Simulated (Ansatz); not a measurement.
# HPt6 in Ansatz: reference runs

Reference runs on HPt6: the cell as given.

All numbers are computed with Ansatz 0.2.0; they aren't measurements. Logs are shortened: lines on timing, memory, paths and dates and some standing lists are left out, and cuts for length are marked.

**1. The cell of the first run**

The cell holds a slab with vacuum, 14 atoms: a = 5.538 Å, b = 5.538 Å, c = 23.272 Å, α = 90.00°, β = 90.00°, γ = 120.00°.

**2. Single point, PBE**

The input, input.yaml:

```yaml
crystal:
  lattice:
    - [5.5377774675, 0.0, 0.0]
    - [-2.7688887338, 4.7958559674, 0.0]
    - [0.0, 0.0, 23.2715763682]
  atoms:
    - { symbol: Pt, position: [0.3333333333, 0.1666666667, 0.3437670003] }
    - { symbol: Pt, position: [0.3333333333, 0.6666666667, 0.3437670003] }
    - { symbol: Pt, position: [0.8333333333, 0.1666666667, 0.3437670003] }
    - { symbol: Pt, position: [0.8333333333, 0.6666666667, 0.3437670003] }
    - { symbol: Pt, position: [0.6666666667, 0.3333333333, 0.4409150468] }
    - { symbol: Pt, position: [0.6666666667, 0.8333333333, 0.4409150468] }
    - { symbol: Pt, position: [0.1666666667, 0.3333333333, 0.4409150468] }
    - { symbol: Pt, position: [0.1666666667, 0.8333333333, 0.4409150468] }
    - { symbol: Pt, position: [0.0, 0.5, 0.5380630934] }
    - { symbol: Pt, position: [0.0, 0.0, 0.5380630934] }
    - { symbol: Pt, position: [0.5, 0.5, 0.5380630934] }
    - { symbol: Pt, position: [0.5, 0.0, 0.5380630934] }
    - { symbol: H, position: [0.1666666667, 0.3333333333, 0.5913469784] }
    - { symbol: H, position: [0.1666666667, 0.3333333333, 0.6235751347] }
hamiltonian:
  xc: pbe
  pseudopotentials: { kind: paw }
kpoints:
  mp_grid: { grid: [6, 6, 1] }
scf:
  occupations: { method: fermi_dirac, width: 0.05 }
output:
  forces: true
  eigenvalues: true
  write_density: true
  write_potential: true
  elf: true
  volumetric_format: npy
efield:
  axis: 3
  dipole_correction: true
  ramp_width: 0.04
```

Potentials or basis: Ansatz PAW.

Started as:

```bash
$ ansatz run input.yaml --threads 4 --pin off --max-ram 11264MiB --backend cpu --events-out ev --progress --plain --runs-dir out
```

What it wrote:

```text
Warning: RAYON_NUM_THREADS=4 ignored (pool sized by the plan → 4); use --threads N
Engine: ansatz 0.2.0, aarch64-unknown-linux-gnu
Pseudopotentials: kind: paw
Pseudopotential: Pt, paw, valence charge 18, recommended cutoff 420 eV (normal), Pt.paw.azcp
Pseudopotential: H, paw, valence charge 1, recommended cutoff 420 eV (normal), H.paw.azcp
Functional definition: PBE
  parameter kappa = 0.804
  parameter beta = 0.06672455060314922
  exchange = pbe_x(kappa = kappa, mu = beta*pi^2/3)
  correlation = pbe_c(beta = beta)
Crystal: 14 atoms, lattice volume = 618.055 Å³
Basis set: ecut = 420 eV, 12065 PW (Γ), exchange–correlation on 80×80×320 points (8 copies of the dense FFT grid, shifted against one another)
Bands: 131, of which v1, the nominal top of the filled ones, is band 109 counted from 1 (108 counted from 0)
Symmetry: 6 space group operations
Space group: P3m1 (ITA 156), of the structure as read, at distance tolerance 8.5e-5 Å
k-points: 7 of 36 (time reversal used)
Non-local potential: Pt, projectors of the file, l = 0: 3, l = 1: 2, l = 2: 2, l = 3: 1
Non-local potential: H, projectors of the file, l = 0: 2, l = 1: 1
PAW form: soft (Blöchl's): semilocal exchange-correlation on the pseudo side does not see the compensation charge
PAW one-centre angular grid: Pt, 590 points (default); XC on 64 Gauss nodes
PAW one-centre angular grid: H, 110 points (default); XC on 64 Gauss nodes
Initial density: superposition of atomic densities (neutral atoms: chi_scale 0, normalization atom), corrected by the library's trained network
Initial wavefunctions: pseudopotential atomic-orbital guess
Functional: x = pbe(κ = 0.804, μ = 0.2195149727645171), c = pbe(β = 0.06672455060314922)
SCF iter   1: F=—  HF=-150302.356897 eV  |F-HF|=—  |Δ(HF+E_count)|=         —  Δρ=9.16e-3  dr2=3.74e0  ethr=1.77e-3  p=0.051 e·Å  D=1.48e-2 V/Å  ΔV_dip=-0.35 eV  dr2_dipole=1.12e0  V_vac-E_F(+/−)=4.86/5.20 eV  ⟨swp⟩=8.1  Hψ=3948  notcnv=0  defer=35
efield: sawtooth ramp at fractional position 0.9637 (placed from the atoms, in the widest stretch of the axis that holds none; the zero of the levels goes with the place), width 0.0400; the density the first Hamiltonian is built on has a dipole p = 0.051 e·Å; the dipole correction subtracts the counter field D = 1.48e-2 V/Å, which shifts the + side's vacuum level by -0.35 eV against the − side's; the planar-averaged density in the ramp window peaks in size at 1.4e-5 e/Å³
preconditioner: auto → LDOS  [metal: Δε(μ)=0.008 eV  Ē_g=7.087 eV  σ=0.050 eV  W_gap=0.04  n_scr=112 (ndim 8)  ℏωp=16.5 eV  f_vac=0.636  D(μ)=26.80/eV (n_scr^D=254)  β→1.0]
SCF iter   2: F=—  HF=-150302.287868 eV  |F-HF|=—  |Δ(HF+E_count)|=   6.90e-2  Δρ=5.22e-3  dr2=6.37e-1  ethr=1.72e-3  p=0.088 e·Å  D=2.59e-2 V/Å  ΔV_dip=-0.60 eV  dr2_dipole=1.52e-1  V_vac-E_F(+/−)=5.10/5.70 eV  ⟨swp⟩=2.0  Hψ=1095  notcnv=0  defer=72
SCF iter   3: F=—  HF=-150302.279422 eV  |F-HF|=—  |Δ(HF+E_count)|=   8.45e-3  Δρ=3.11e-3  dr2=3.36e-1  ethr=2.92e-4  p=0.093 e·Å  D=2.73e-2 V/Å  ΔV_dip=-0.64 eV  dr2_dipole=6.85e-2  V_vac-E_F(+/−)=5.03/5.67 eV  ⟨swp⟩=2.0  Hψ=1352  notcnv=0  defer=73
SCF iter   4: F=—  HF=-150302.255135 eV  |F-HF|=—  |Δ(HF+E_count)|=   2.43e-2  Δρ=1.22e-3  dr2=2.12e-2  ethr=1.54e-4  p=0.107 e·Å  D=3.13e-2 V/Å  ΔV_dip=-0.73 eV  dr2_dipole=2.21e-3  V_vac-E_F(+/−)=5.08/5.81 eV  ⟨swp⟩=2.0  Hψ=1349  notcnv=0  defer=73
SCF iter   5: F=—  HF=-150302.252976 eV  |F-HF|=—  |Δ(HF+E_count)|=   2.16e-3  Δρ=4.64e-4  dr2=2.58e-3  ethr=9.71e-6  p=0.108 e·Å  D=3.17e-2 V/Å  ΔV_dip=-0.74 eV  dr2_dipole=7.45e-5  V_vac-E_F(+/−)=5.06/5.80 eV  ⟨swp⟩=3.0  Hψ=1556  notcnv=0  defer=73
[... 18 lines left out ...]
Work function:   Φ+ = 5.0475 eV   Φ− = 5.7798 eV
Levels:          The Fermi level and band energies are counted from a zero that moves with the ramp; work functions are not
--- Per-component energies (eV) ---
  E_band       = -5855.579285
  E_kinetic    = 7674.165660
  E_local      = -339310.044966  (includes V_loc(G=0)·N_el)
  E_nonlocal   = 2405.556488
  E_hartree    = 165240.982784
  E_xc         = -3152.790078
  E_vxc        = -3647.918796  (∫ρ·V_xc dr)
  E_paw        = -113450.605347  (= ΣΔE_a)
  E_vpaw       = -3465.869516  (= ΣTr[D̂ρ^β])
  E_aug_tail   = -0.000049  (compensation charges beyond the density's cutoff)
  E_efield     = 0.001691  (sawtooth field / dipole correction)
  E_vefield    = 6.585188  (∫n·V_field dr)
  E_ewald      = 130290.705922
  E_smearing   = -0.225379  (= −TS)
  E_closure    = 0.000000  (closes the sum)
  Σ components = -150302.253273   (vs F -150302.253273, Δ=0.00e0)
--- Forces (eV/Å), atoms counted from 1 ---
  atom   1  Pt    -0.00424534     0.00245105    -0.56607207
  atom   2  Pt     0.00000000    -0.00490210    -0.56607207
  atom   3  Pt     0.00424534     0.00245105    -0.56607207
  atom   4  Pt     0.00000000     0.00000000    -0.46330596
  atom   5  Pt     0.00000000    -0.02072650    -0.00097136
  atom   6  Pt    -0.01794967     0.01036325    -0.00097136
  atom   7  Pt     0.00000000    -0.00000000    -0.30640228
  atom   8  Pt     0.01794967     0.01036325    -0.00097136
  atom   9  Pt    -0.59239431     0.34201901     0.31618749
  atom  10  Pt     0.00000000    -0.68403803     0.31618749
  atom  11  Pt     0.59239431     0.34201901     0.31618749
  atom  12  Pt    -0.00000000     0.00000000     0.39746248
  atom  13  H      0.00000000     0.00000000    -1.20662228
  atom  14  H     -0.00000000     0.00000000     2.33138271
  max |Σ_I F_I| component: 5.31e-5 eV/Å
--- Band table (eV; the first three rows and the last of 7) ---
  k-point 0: bands = ["-95.4126", "-95.3942", "-95.3942", "-95.3266", "-94.9953", "-94.9775", "-94.9775", "-94.9565", "-94.9195", "-94.9053", "-94.9053", "-94.8525", "-49.8253", "-49.8253", "-49.8185", "-49.7037", "-49.6674", "-49.6674", "-49.6087", "-49.5692", "-49.5235", "-49.5235", "-49.4930", "-49.4628", "-49.4628", "-49.4423", "-49.4423", "-49.4169", "-49.4169", "-49.3951", "-49.2273", "-49.2109", "-49.2109", "-49.1702", "-49.1702", "-49.1620", "-49.0892", "-49.0892", "-49.0748", "-49.0748", "-49.0283", "-48.9954", "-48.9954", "-48.9487", "-48.9083", "-48.8915", "-48.8915", "-48.8423", "-6.6043", "-5.7054", "-4.1763", "-3.8313", "-3.5962", "-3.5962", "-3.5808", "-3.3548", "-3.3548", "-3.1568", "-2.8732", "-2.8732", "-2.8686", "-2.7133", "-2.7133", "-2.5308", "-1.2180", "-1.2180", "-1.0128", "-0.7971", "-0.7971", "-0.7022", "-0.6272", "-0.5282", "-0.5282", "-0.2132", "-0.2132", "-0.0681", "-0.0522", "-0.0317", "-0.0317", "0.0358", "0.0358", "0.5386", "0.5386", "0.6144", "1.5352", "1.5352", "1.5865", "1.6308", "1.6308", "1.6967", "1.6967", "1.8052", "2.2837", "2.2837", "2.7111", "2.8158", "2.8158", "2.8751", "2.9044", "2.9044", "2.9824", "3.0414", "3.0414", "3.2720", "3.2801", "3.2801", "3.5790", "3.6111", "3.6111", "3.6911", "3.6911", "3.6915", "3.8966", "4.1468", "4.1468", "5.0142", "5.8662", "5.8662", "5.9216", "5.9784", "5.9784", "6.0245", "7.6538", "8.5391", "8.5954", "8.5954", "8.7648", "9.1982", "9.2586", "9.2586", "9.3774"]
  k-point 1: bands = ["-95.4114", "-95.3953", "-95.3942", "-95.3268", "-94.9942", "-94.9785", "-94.9775", "-94.9560", "-94.9191", "-94.9063", "-94.9053", "-94.8527", "-49.8112", "-49.8094", "-49.7974", "-49.6994", "-49.6661", "-49.6644", "-49.6029", "-49.5789", "-49.5379", "-49.5229", "-49.4797", "-49.4679", "-49.4495", "-49.4478", "-49.4437", "-49.4075", "-49.4028", "-49.3824", "-49.2374", "-49.2251", "-49.2100", "-49.1843", "-49.1782", "-49.1610", "-49.1096", "-49.0991", "-49.0941", "-49.0807", "-49.0253", "-48.9971", "-48.9952", "-48.9475", "-48.9080", "-48.8929", "-48.8915", "-48.8424", "-6.4300", "-5.5567", "-3.9540", "-3.6300", "-3.5901", "-3.4065", "-3.3989", "-3.2466", "-3.1815", "-3.0274", "-2.8056", "-2.7698", "-2.7669", "-2.5609", "-2.4800", "-2.3568", "-1.2149", "-1.1904", "-1.0379", "-0.7665", "-0.6988", "-0.6982", "-0.6546", "-0.5824", "-0.5076", "-0.3494", "-0.2548", "-0.2033", "-0.0743", "-0.0498", "0.0194", "0.0275", "0.2169", "0.3485", "0.4626", "0.5050", "1.2509", "1.2760", "1.3957", "1.4925", "1.5084", "1.5964", "1.6148", "1.6395", "1.9012", "2.2816", "2.3079", "2.3364", "2.5215", "2.5786", "2.6487", "2.6923", "2.7709", "2.8623", "2.8723", "2.9979", "3.0072", "3.0390", "3.0572", "3.0854", "3.3194", "3.3593", "3.3785", "3.4095", "3.6178", "3.9995", "4.8146", "4.8507", "5.3071", "5.6234", "5.7690", "6.6168", "7.0754", "7.1062", "7.9289", "8.7243", "8.7563", "8.9113", "9.0407", "9.3421", "9.4427", "9.5574", "9.9755"]
  k-point 2: bands = ["-95.4083", "-95.3980", "-95.3942", "-95.3272", "-94.9913", "-94.9812", "-94.9775", "-94.9550", "-94.9177", "-94.9087", "-94.9053", "-94.8529", "-49.7783", "-49.7758", "-49.7323", "-49.6888", "-49.6664", "-49.6587", "-49.6107", "-49.5928", "-49.5726", "-49.5344", "-49.5117", "-49.4650", "-49.4505", "-49.4140", "-49.3910", "-49.3832", "-49.3691", "-49.3371", "-49.2710", "-49.2642", "-49.2193", "-49.2078", "-49.2018", "-49.1637", "-49.1580", "-49.1465", "-49.1049", "-49.0961", "-49.0186", "-49.0012", "-48.9948", "-48.9449", "-48.9072", "-48.8960", "-48.8914", "-48.8427", "-6.0718", "-5.0972", "-3.7588", "-3.3906", "-3.1068", "-2.9942", "-2.9214", "-2.9205", "-2.7758", "-2.7277", "-2.6081", "-2.4371", "-2.4368", "-2.2083", "-1.8564", "-1.8016", "-1.2807", "-1.2668", "-1.2236", "-1.0392", "-0.9859", "-0.7674", "-0.7253", "-0.6433", "-0.5668", "-0.4036", "-0.3424", "-0.2224", "-0.0099", "0.0272", "0.1224", "0.1349", "0.1725", "0.1958", "0.2649", "0.6725", "0.7101", "0.7659", "0.7685", "0.9340", "0.9541", "1.0429", "1.1157", "1.2647", "1.2838", "1.4218", "1.5102", "1.5419", "1.9468", "1.9528", "1.9903", "2.2152", "2.2609", "2.2897", "2.3359", "2.4767", "2.4886", "2.6330", "2.8462", "2.8829", "3.0679", "3.0919", "3.1282", "3.3044", "3.3427", "4.2533", "5.1935", "5.2184", "5.6411", "5.9285", "5.9800", "6.6826", "7.8014", "7.8653", "8.4603", "9.1172", "9.2876", "9.4721", "9.4922", "9.6346", "10.2414", "10.3206", "10.5487"]
  k-point 6: bands = ["-95.4028", "-95.4028", "-95.3946", "-95.3274", "-94.9862", "-94.9859", "-94.9777", "-94.9542", "-94.9139", "-94.9139", "-94.9048", "-94.8530", "-49.7151", "-49.7149", "-49.6953", "-49.6741", "-49.6726", "-49.6559", "-49.6535", "-49.6527", "-49.5853", "-49.5211", "-49.5171", "-49.5171", "-49.3900", "-49.3858", "-49.3446", "-49.3356", "-49.3271", "-49.3103", "-49.3049", "-49.2808", "-49.2781", "-49.2766", "-49.2290", "-49.1561", "-49.1558", "-49.1457", "-49.1455", "-49.1362", "-49.0092", "-49.0079", "-48.9952", "-48.9429", "-48.9039", "-48.9023", "-48.8903", "-48.8429", "-5.8390", "-3.8684", "-3.8499", "-3.7715", "-2.5967", "-2.5699", "-2.4883", "-2.1947", "-2.1043", "-2.0853", "-2.0459", "-2.0455", "-2.0391", "-1.8218", "-1.8166", "-1.8124", "-1.4665", "-1.4545", "-1.2687", "-1.2481", "-1.2200", "-1.0492", "-1.0192", "-0.9723", "-0.6906", "-0.6761", "-0.5843", "-0.5744", "-0.5658", "-0.4922", "-0.3991", "-0.0879", "0.0684", "0.1374", "0.1857", "0.3102", "0.3113", "0.3275", "0.3780", "0.3904", "0.6465", "1.0309", "1.0389", "1.2748", "1.3245", "1.3744", "1.4454", "1.5397", "1.6319", "1.7730", "1.8132", "2.1017", "2.3745", "2.4191", "2.4390", "2.5660", "2.6453", "2.6725", "2.6745", "2.6770", "2.8129", "2.8172", "2.8181", "2.8435", "2.9052", "2.9561", "3.4662", "5.1662", "5.2682", "5.8058", "8.0867", "8.1209", "8.2751", "8.3832", "8.4133", "9.0932", "9.2761", "9.9160", "9.9229", "10.2309", "10.3361", "10.4491", "10.7453"]
```

Run time: 19 s. Hardware: 4 threads of Arm Neoverse V2, shared host; peak memory 1.8 GiB.

Results:

```
Free energy                     : -150302.2533 eV
Largest force                   : 2.331 eV/Å
Band gap on the k mesh          : none (metal or under the smearing width)
Work function of the upper face : 5.05 eV
Work function of the lower face : 5.78 eV
Dipole across the slab          : 0.107 e·Å
```

Forces in eV/Å, atoms in the order of the input:
```
Pt  -0.004  0.002 -0.566
Pt   0.000 -0.005 -0.566
Pt   0.004  0.002 -0.566
Pt   0.000  0.000 -0.463
Pt   0.000 -0.021 -0.001
Pt  -0.018  0.010 -0.001
Pt   0.000  0.000 -0.306
Pt   0.018  0.010 -0.001
Pt  -0.592  0.342  0.316
Pt   0.000 -0.684  0.316
Pt   0.592  0.342  0.316
Pt   0.000  0.000  0.397
H    0.000  0.000 -1.207
H    0.000  0.000  2.331
```

Levels at points of the mesh, in eV from the Fermi level:
```
            k point  band 105  band 106  band 107  band 108  band 109  band 110  band 111  band 112
 (0.00, 0.00, 0.00)      0.21      0.21      0.51      0.54      0.54      0.62      0.62      0.62
(0.00, -0.50, 0.00)     -0.79     -0.72     -0.30     -0.19      0.01      0.02      0.03      0.26
```
